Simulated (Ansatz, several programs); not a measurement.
InSb in the zincblende structure, relaxed with PBE in Ansatz (plane waves, PAW): the symmetry is F-43m (No. 216, cubic); a = 6.638 Å in the conventional setting, 36.55 Å³ an atom. In has 4 Sb at 2.87 Å; Sb has 4 In at 2.87 Å. The cell was then scaled with its shape and fractional coordinates held. (Simulation; spin polarisation is off.)

| V (Å³/atom) | E (meV/atom) |
| --- | --- |
| 34.360 | 17.31 |
| 36.553 | 0.00 |
| 37.650 | 3.47 |
| 38.747 | 13.29 |

Question: Pass a cubic E = c₀ + c₁u + c₂u² + c₃u³, with u = V − 36.828 Å³, through these points.

Answer: c₀ = 0.20, c₁ = +1.584, c₂ = 3.044, c₃ = -0.1646 (meV and Å³).

Question: Where is the minimum, and what bulk modulus follows?

Answer: dE/du = 0 at u = -0.255, so V₀ = 36.57 Å³. B = V₀ d²E/dV² = 36.57 × (2c₂ + 6c₃u) = 36.57 × 6.341 = 232 meV/Å³, and 1 meV/Å³ is 0.16022 GPa: 37 GPa. A third-order Birch-Murnaghan fit to all five points gives 36.57 Å³ and 37 GPa.

Question: Predict the energy and the pressure at the withheld volume, 35.457 Å³.

Answer: With u = -1.371: E ≈ 4.17 meV and P = −dE/dV ≈ +1.23 GPa. The run gives 4.13 meV and, from its stress, +1.22 GPa.
